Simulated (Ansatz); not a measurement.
# CoHO: the cost of one run

Program: Ansatz 0.2.0, Gaussian basis. Level of theory: def2-TZVPP, core rule «outside noble gas», up to 10 orbitals frozen. These are calculated values, not measurements.

The runs, in order: UHF; CCSD(T) on ROHF; CCSD(T) on UHF; CCSDT(Q) on ROHF; CCSDT(Q) on UHF; CASSCF and NEVPT2, 15 electrons in 11 orbitals.

4 further runs of the same task are left out: 4 set aside as unsound or not needed.

**1. The geometry**

The geometry is a PBE0/def2-TZVP stationary point (not a proven minimum) of the parent state, kept for this charge and spin.

3 atoms, charge 1, spin multiplicity 4.

Atoms are counted from 1 here; the program's logs count them from 0.

Bond lengths: Co1–O2 1.569 Å, Co1–H3 1.489 Å. Angles: O2–Co1–H3 104.4°.

Coordinates:

```xyz
3

Co    0.0000   -0.0432    0.3234
O     0.0000    0.0731   -1.2416
H     0.0000    1.3674    0.8008
```

**2. UHF**

The input, in.yaml:

```yaml
crystal:
  periodic: [false, false, false]
  atoms:
    - {symbol: Co, position_ang: [0.000000, -0.043234, 0.323378]}
    - {symbol: O, position_ang: [0.000000, 0.073109, -1.241595]}
    - {symbol: H, position_ang: [0.000000, 1.367368, 0.800755]}
basis:
  gaussian: {orbitals: def2-TZVPP}
total_charge: 1
magnetization: {spin_polarized: true, initial_magnetization: 3}
hamiltonian: {xc: hf}
output: {orbitals: {seedname: orbitals}}
```

The run is started by

```sh
> ansatz run in.yaml --threads 1 --pin off --events-out ev --progress --plain --max-ram 3968MiB --backend cpu
```

Q: Estimate wall time and peak memory on 1 thread of AMD EPYC 7R13, shared host.

About 54 s, with a peak of 0.31 GiB.
